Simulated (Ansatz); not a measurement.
Crystal: NiMoIrPdW.

```
Ni Mo Pd Ir W
1.0
     2.76609    0.00000    0.00000
    -1.38305    2.39551    0.00000
     0.00000    0.00000   11.02278
Ni Mo Pd Ir W
1 1 1 1 1
Cartesian
  0.0000 1.5970 6.5818
  0.0000 0.0000 4.5275
  1.3831 0.7985 8.7653
  1.3831 0.7985 2.2003
  0.0000 1.5970 10.9935
```

The cell was built by a generator and needn't be a form met in nature.

Base run:

| Quantity | Value |
| --- | --- |
| Program | Ansatz 0.2.0 |
| Functional | PBE |
| Potentials or basis | Ansatz PAW |
| Cutoff | 420 eV (not typed: the program's choice for these potentials) |
| k mesh | 11 × 11 × 3 |
| Occupations | fermi-dirac, width 0.05 eV |
| Spin | collinear spin, ferromagnetic start |
| Starting moments | [1.0, 1.0, 0.0, 0.6, 0.0] μB |

Its results: band gap on the k mesh none (metal or under the smearing width); pressure 0.2 GPa; net moment 0.00 μB per cell; largest force 0.161 eV/Å.

Question: The run is repeated on the same cell with these changes: functional from PBE to LDA. What comes out?

Answer: Band gap on the k mesh none (metal or under the smearing width); pressure -14.4 GPa; net moment 0.00 μB per cell; largest force 0.162 eV/Å.

LDA binds more tightly than PBE, so the same cell stands under less pressure.

Caveats: spin-orbit coupling is left out, which moves the levels of the heavy elements; the starting moments weren't kept; the PAW data sets come from PBE, with cores solved anew for the run's functional, which leaves a small shift of forces and pressure (some runs).
